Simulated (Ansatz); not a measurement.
# ZnSbO: the cost of one run

Program: Ansatz 0.2.0. Level of theory: DFT PBE, scalar-relativistic, plane waves, PAW. These are calculated values, not measurements.

1 further run of the same task is left out (it didn't finish).

**1. The starting structure**

It takes space group P4/mmm (No. 123, tetragonal). The conventional cell has a = 2.896 Å, b = 2.896 Å, c = 7.410 Å, α = 90.00°, β = 90.00°, γ = 90.00°. Around Zn (site symmetry 4/mmm) lie 4 O at 2.05 Å. Sb (site symmetry 4/mmm) is surrounded by 4 Sb at 2.90 Å. O (site symmetry 4/mmm) is surrounded by 4 Zn at 2.05 Å.

Coordinates:

```
Zn Sb O
1.0
     2.89559    0.00000    0.00000
     0.00000    2.89559    0.00000
     0.00000    0.00000    7.41026
Zn Sb O
1 1 1
Direct
  0.50000 0.50000 0.00000
  0.00000 0.00000 0.50000
  0.00000 0.00000 0.00000
```

The cell was relaxed beforehand at this level, from a generated guess; it is a trial structure. At a tolerance of 0.05 Å it has space group P4/mmm (No. 123); it has 20.71 Å³/atom, an uncorrected energy of -0.51 eV/atom over the elements.

**2. Bands, states and charges**

Input file input.yaml:

```yaml
crystal:
  lattice:
    - [2.8955853609, 0.0, 0.0]
    - [0.0, 2.8955853609, 0.0]
    - [0.0, 0.0, 7.4102557853]
  atoms:
    - { symbol: Zn, position: [0.5, 0.5, 0.0] }
    - { symbol: Sb, position: [0.0, 0.0, 0.5] }
    - { symbol: O, position: [0.0, 0.0, 0.0] }
basis:
  ecutwfc: 420
kpoints:
  mp_grid: { grid: [16, 16, 6] }
  band_path:
    path:
      - [[0.0, 0.0, 0.0], [0.0, 0.5, 0.0], [0.5, 0.5, 0.0], [0.0, 0.0, 0.0], [0.0, 0.0, 0.5], [0.0, 0.5, 0.5], [0.5, 0.5, 0.5], [0.0, 0.0, 0.5]]
      - [[0.0, 0.5, 0.0], [0.0, 0.5, 0.5]]
      - [[0.5, 0.5, 0.0], [0.5, 0.5, 0.5]]
    npoints: 14
hamiltonian:
  xc: pbe
scf:
  occupations: { method: gaussian, width: 0.1 }
  n_extra_bands: 7
output:
  forces: true
  stress: true
  eigenvalues: true
  populations: true
  dos: { projected: true, de: 0.02, nscf_kmesh: { grid: [20, 20, 8] } }
  bader: true
  write_density: true
  write_potential: true
  elf: true
  volumetric_format: npy
```

Started as:

```bash
$ ansatz run input.yaml --threads 1 --pin off --max-ram 2560MiB --backend cpu --events-out ev --progress --plain --runs-dir out
```

**Question.** How long does this run take on 1 thread of Intel Xeon at 2.70GHz, shared host, and how much memory does it need?

About 83 s, with a peak of 0.6 GiB.
